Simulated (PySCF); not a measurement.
**[SmF3(NH3)]−: other functionals and bases at one geometry**

Aim: see how levels, charges and forces of [SmF3(NH3)]− depend on the level of theory. The structure is generated, not taken from experiment.

Program: PySCF 2.14.0. Level of theory: several levels, as the steps say, no spin–orbit coupling. These are calculated values, not measurements.

1 further run of the same task is left out (for a known fault of the program).

## 1. The system as given

8 atoms, charge -1, spin multiplicity 1.

Bond lengths: Sm1–F2 2.251 Å, Sm1–F3 2.251 Å, Sm1–F4 2.251 Å, Sm1–N5 2.772 Å, N5–H6 1.018 Å, N5–H7 1.018 Å, N5–H8 1.018 Å. Angles: F2–Sm1–F3 119.8°, F2–Sm1–F4 119.8°, F2–Sm1–N5 92.5°, F3–Sm1–F4 119.8°, F3–Sm1–N5 92.5°, F4–Sm1–N5 92.5°, Sm1–N5–H6 110.9°, Sm1–N5–H7 110.9°, Sm1–N5–H8 110.9°, H6–N5–H7 108.0°, H6–N5–H8 108.0°, H7–N5–H8 108.0°.

Geometry (Å):

```
Sm    0.1617   -0.1617    0.1617
F     1.1365    1.6177    1.1365
F    -1.6177   -1.1365    1.1365
F     1.1365   -1.1365   -1.6177
N    -1.4387    1.4387   -1.4387
H    -2.0363    2.0363   -0.8716
H    -0.8716    2.0363   -2.0363
H    -2.0363    0.8716   -2.0363
```

Formal oxidation states: Sm +2. Each metal's 6 4f electrons lie in its core potential, so multiplicities, spins and levels count the valence alone. An earlier session relaxed this geometry at PBE0, Sm lcecp-0-SVP with ECP52, F def2-SVP, N def2-SVP, H def2-SVP (singlet, point group C3v).

At PBE0 on the finer grid: E = -384.551488 Eh, frontier levels not given, since the 4f levels lie in the core, Mulliken charge on Sm1 +0.64 e, largest force component 0.001 eV/Å. 

Levels to run: BLYP; wB97X; PBE0, TZVP. Hardware: 2 threads of Arm Neoverse V1, shared host.

## 2. BLYP

run.py (the lines that set the calculation)

```python
mol = gto.M(atom='''
Sm     0.16171    -0.16171     0.16171
F      1.13650     1.61772     1.13650
F     -1.61772    -1.13650     1.13650
F      1.13650    -1.13650    -1.61772
N     -1.43875     1.43875    -1.43875
H     -2.03628     2.03628    -0.87158
H     -0.87158     2.03628    -2.03628
H     -2.03628     0.87158    -2.03628''',
    basis={'Sm': 'lcecp-0-SVP', 'F': 'def2-SVP', 'N': 'def2-SVP', 'H': 'def2-SVP'},
    ecp={'Sm': 'lcecp-0-SVP'},
    charge=-1, spin=0)
mf = dft.RKS(mol, xc='BLYP')
mf.grids.atom_grid = (75, 302)  # f atoms: unpruned, at least (60, 302)
mf = mf.density_fit()  # fitting sets: Sm AutoAux, F def2-universal-JKFIT, N def2-universal-JKFIT, H def2-universal-JKFIT
mf.conv_tol = 1e-08; mf.max_cycle = 55
mf.kernel(dm0)  # dm0: the density of the relaxed state
```

Started as:

```sh
$ OMP_NUM_THREADS=2 python run.py
```

## 3. wB97X

Edit run.py (the lines that set the calculation) of step 2 so:

```diff
@@ -12,3 +12,3 @@
     charge=-1, spin=0)
-mf = dft.RKS(mol, xc='BLYP')
+mf = dft.RKS(mol, xc='WB97X')
 mf.grids.atom_grid = (75, 302)  # f atoms: unpruned, at least (60, 302)
```

## 4. PBE0, TZVP

Basis: Sm lcecp-0-TZVP with ECP52, F def2-TZVP, N def2-TZVP, H def2-TZVP. 

Edit run.py (the lines that set the calculation) of step 3 so:

```diff
@@ -9,6 +9,6 @@
 H     -2.03628     0.87158    -2.03628''',
-    basis={'Sm': 'lcecp-0-SVP', 'F': 'def2-SVP', 'N': 'def2-SVP', 'H': 'def2-SVP'},
-    ecp={'Sm': 'lcecp-0-SVP'},
+    basis={'Sm': 'lcecp-0-TZVP', 'F': 'def2-TZVP', 'N': 'def2-TZVP', 'H': 'def2-TZVP'},
+    ecp={'Sm': 'lcecp-0-TZVP'},
     charge=-1, spin=0)
-mf = dft.RKS(mol, xc='WB97X')
+mf = dft.RKS(mol, xc='PBE0')
 mf.grids.atom_grid = (75, 302)  # f atoms: unpruned, at least (60, 302)
@@ -16,2 +16,2 @@
 mf.conv_tol = 1e-08; mf.max_cycle = 55
-mf.kernel(dm0)  # dm0: the density of the relaxed state
+mf.kernel(dm0)  # dm0: free metal ions and neutral atoms
```

Before running it: what results should come out? Wanted: for each run, charge on Sm1; dipole; largest force.

The runs gave:

| level | state | charge on Sm1 (e) | dipole (D) | largest force (eV/Å) | basis functions | time |
| --- | --- | --- | --- | --- | --- | --- |
| PBE0 (relaxed here) | singlet | 0.64 | 4.47 | 0.00 | 102 | 15 s |
| BLYP | singlet | 0.36 | 4.46 | 0.27 | 102 | 5.9 s |
| wB97X | singlet | 0.65 | 4.45 | 0.05 | 102 | 7 s |
| PBE0, TZVP | singlet | 1.12 | 4.21 | 0.27 | 189 | 16 s |

Times are on 2 threads of Arm Neoverse V1, shared host; the first row also made further properties. The dipole of a charged species depends on the origin, so these sizes hold for this origin alone.

The largest leftover force, 0.27 eV/Å with PBE0, TZVP, stands at a geometry relaxed at another level. The Mulliken charge on Sm spans +0.36 to +1.12 e over the levels. With 4f in the core, its levels are missing from HOMO and gap. Total energies of different levels can't be compared. Spin–orbit coupling is left out throughout.
